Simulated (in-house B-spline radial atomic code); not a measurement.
# Ne⁵⁺: parity violation, electron EDM and field shifts

How strongly does Ne⁵⁺ (core [He] 2s2) respond to a weak charge, an electron EDM and a larger nucleus? Each constant is a sum over states, at Dirac-Hartree-Fock, with RPA, and on Brueckner orbitals.

The numbers are computed with an in-house B-spline radial atomic code, version 1 (Dirac-Hartree-Fock, RPA and Brueckner orbitals, sums over states, B-spline basis), except any that are marked as measured or tabulated.

## (1) What is computed

* element: neon (Z = 10)
* charge: +5
* closed core: [He] 2s2
* nucleus: mass number 20, rms radius 3.006 fm

## (2) The run and its levels

Input settings, with the grid that the program derived:

```ini
basis_form = 2
Z = 10
core_configuration = [He] 2s2
rms_radius = 3.0055
mass_number = 20
speed_of_light = 137.035999084
box_radius = 11.667
lmax = 6
intervals = 64
virtual_cutoff = 300.0
```

Started as:

```console
> python run_mb.py task.json out
```

The settings stand in task.json.

Further steps of the session: Parity-violating amplitudes; Electron EDM and scalar-pseudoscalar coupling; Response to the nuclear radius.

What does the calculation give? Wanted: E1; EDM enhancement, 3s1/2; atomic EDM per C_SP and nucleon, 3s1/2; field shift, 3s1/2.

The runs gave:

| quantity | value |
| --- | --- |
| E1 (4s1/2 – 3s1/2) per unit weak charge | 9.932e-05 × 10⁻¹¹ e bohr |
| EDM enhancement, 3s1/2 | 1.488 |
| atomic EDM per C_SP and nucleon, 3s1/2 | -0.02146 × 10⁻²⁰ e cm |
| field shift, 3s1/2 | 0.2395 GHz/fm² |

For 4s1/2 – 3s1/2 core polarisation (RPA) moves the amplitude by +17 % and the Brueckner orbitals by a further -1.4 %. The EDM enhancement of 3s1/2 is 1.49, so in that state the EDM exceeds the electron's own. It is not the lowest valence state computed (2p1/2). These effects come from s and p1/2 electrons at the nucleus and grow steeply with Z. 2p3/2 has no density at the nucleus, so its DHF field shift is near zero; the RPA value, -0.289 GHz/fm², comes from the core's response and has the opposite sign to that of the s states. Breit, QED, the neutron skin and higher orders are left out.
